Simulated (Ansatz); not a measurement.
# SnTeO4: the cost of one run

Method: DFT PBE, scalar-relativistic, plane waves, PAW, in Ansatz 0.2.0.

1 further run of the same task is left out (it didn't finish).

## 1. The structure to begin with

The structure is tetragonal, space group P4/mmm (No. 123). The conventional cell has a = 3.025 Å, b = 3.025 Å, c = 11.603 Å, α = 90.00°, β = 90.00°, γ = 90.00°. Sn (site symmetry 4/mmm) is surrounded by 8 O at 2.78 Å and 4 Sn at 3.02 Å. Around Te (site symmetry 4/mmm) lie 8 O at 3.00 Å and 4 Te at 3.02 Å. Around O (site symmetry 4mm) lie 8 O at 2.88 to 3.02 Å and 4 Te at 3.00 Å. Around O (site symmetry 4mm) lie 4 Sn at 2.78 Å.

Structure file:

```xyz
6
Lattice="3.0247 0.0000 0.0000 0.0000 3.0247 0.0000 0.0000 0.0000 11.6031" Properties=species:S:1:pos:R:3 pbc="T T T"
Sn    1.5123    1.5123    5.8016
Te    0.0000    0.0000    0.0000
O     1.5123    1.5123    2.0998
O     0.0000    0.0000    7.5705
O     0.0000    0.0000    4.0326
O     1.5123    1.5123    9.5033
```

The cell is invented: species swapped into a database cell of Ti4CuAg (P4/mmm, No. 123), with O on the Ti sites, Sn on the Cu sites and Te on the Ag sites. The dimensions are guesses.

## 2. The guess as it stands, on a coarse mesh

The input, input.yaml:

```yaml
crystal:
  lattice:
    - [3.02467261, 0.0, 0.0]
    - [0.0, 3.02467261, 0.0]
    - [0.0, 0.0, 11.60313209]
  atoms:
    - { symbol: Sn, position: [0.5, 0.5, 0.5] }
    - { symbol: Te, position: [0.0, 0.0, 0.0] }
    - { symbol: O, position: [0.5, 0.5, 0.18097198] }
    - { symbol: O, position: [0.0, 0.0, 0.65245366] }
    - { symbol: O, position: [0.0, 0.0, 0.34754634] }
    - { symbol: O, position: [0.5, 0.5, 0.81902802] }
basis:
  ecutwfc: 420
kpoints:
  mp_grid: { grid: [6, 6, 2] }
hamiltonian:
  xc: pbe
scf:
  occupations: { method: gaussian, width: 0.1 }
  lower_state_search: "off"
output:
  forces: true
  stress: true
  eigenvalues: true
```

Started as:

```console
$ ansatz run input.yaml --threads 1 --pin off --max-ram 2560MiB --backend cpu --events-out ev --progress --plain --runs-dir out
```

Q: Estimate wall time and peak memory on 1 thread of Intel Xeon 6975P-C (Granite Rapids), shared host.

About 2 s, with a peak of 0.42 GiB.
